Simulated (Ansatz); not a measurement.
# C₂H₃NSi (SMILES [SiH2]=C1C=N1): single points off equilibrium

One table from this session's results is given with a row withheld; the runs are named, their logs left out.

Method: single points in def2-TZVPP; program: Ansatz 0.2.0, Gaussian basis.

Cores are frozen in the correlated methods.

## Where the work starts

SMILES `[SiH2]=C1C=N1`, 7 atoms, charge 0, spin multiplicity 1.

Atoms are counted from 1 here; the program's logs count them from 0.

Bond lengths: Si1–C2 1.747 Å, Si1–H5 1.415 Å, Si1–H6 1.513 Å, C2–C3 1.422 Å, C2–N4 1.482 Å, C3–N4 1.267 Å, C3–H7 1.065 Å. Angles: C2–Si1–H5 121.6°, C2–Si1–H6 120.3°, H5–Si1–H6 115.7°, Si1–C2–C3 153.3°, Si1–C2–N4 142.3°, C3–C2–N4 51.7°, C2–C3–N4 66.6°, C2–C3–H7 159.8°, N4–C3–H7 133.2°, C2–N4–C3 61.7°.

Coordinates:

```xyz
7
charge 0, multiplicity 1
Si   -0.69827    1.14776   -0.47123
C    -0.06272   -0.38625    0.07085
C     0.94283   -1.21435    0.64099
N     0.44787   -1.68600   -0.42629
H    -1.58210    1.23568   -1.57314
H    -0.66769    2.35182    0.44362
H     1.73700   -1.52810    1.27697
```

Set-up of the first run:

run/in.yaml reads:

```yaml
crystal:
  periodic: [false, false, false]
  atoms:
    - {symbol: Si, position_ang: [-0.698265, 1.147756, -0.471229]}
    - {symbol: C, position_ang: [-0.062724, -0.386248, 0.070851]}
    - {symbol: C, position_ang: [0.942835, -1.214351, 0.640990]}
    - {symbol: N, position_ang: [0.447868, -1.685996, -0.426285]}
    - {symbol: H, position_ang: [-1.582096, 1.235683, -1.573139]}
    - {symbol: H, position_ang: [-0.667690, 2.351818, 0.443625]}
    - {symbol: H, position_ang: [1.737001, -1.528096, 1.276973]}
basis:
  gaussian: {orbitals: def2-TZVPP}
hamiltonian: {xc: pbe, dispersion: d4}
output: {forces: true}
```

Started as:

```console
> ansatz run in.yaml --threads 2 --pin off --events-out ev --progress --plain --max-ram 3481MiB
```

Among the steps run: PBE-D4/def2-TZVPP; r2SCAN-D4/def2-TZVPP; PBE0-D4/def2-TZVPP; wB97M-V/def2-TZVPP; CCSD(T)/def2-TZVPP.

One of the session's tables, all rows but one given; the rest of the session is left out.

```
   method  RMS force component (eV/Å)  angle to CCSD(T) forces (°)  dipole (D)
   PBE-D4                       0.676                         15.1        1.92
r2SCAN-D4                       0.668                         26.2        1.99
  PBE0-D4                           ?                            ?           ?
  wB97M-V                       0.686                         37.5        1.96
  CCSD(T)                       0.613                    reference        1.91
```

**Question.** Estimate the row for PBE0-D4.

The run gave: RMS force component (eV/Å): 0.708; angle to CCSD(T) forces (°): 38.7; dipole (D): 1.96. In the column «RMS force component (eV/Å)» it is the highest.

Limits of these values: CCSD(T) in triple zeta still lacks some correlation energy of the bonds, so part of these gaps is its own basis error and they don't rank the functionals.
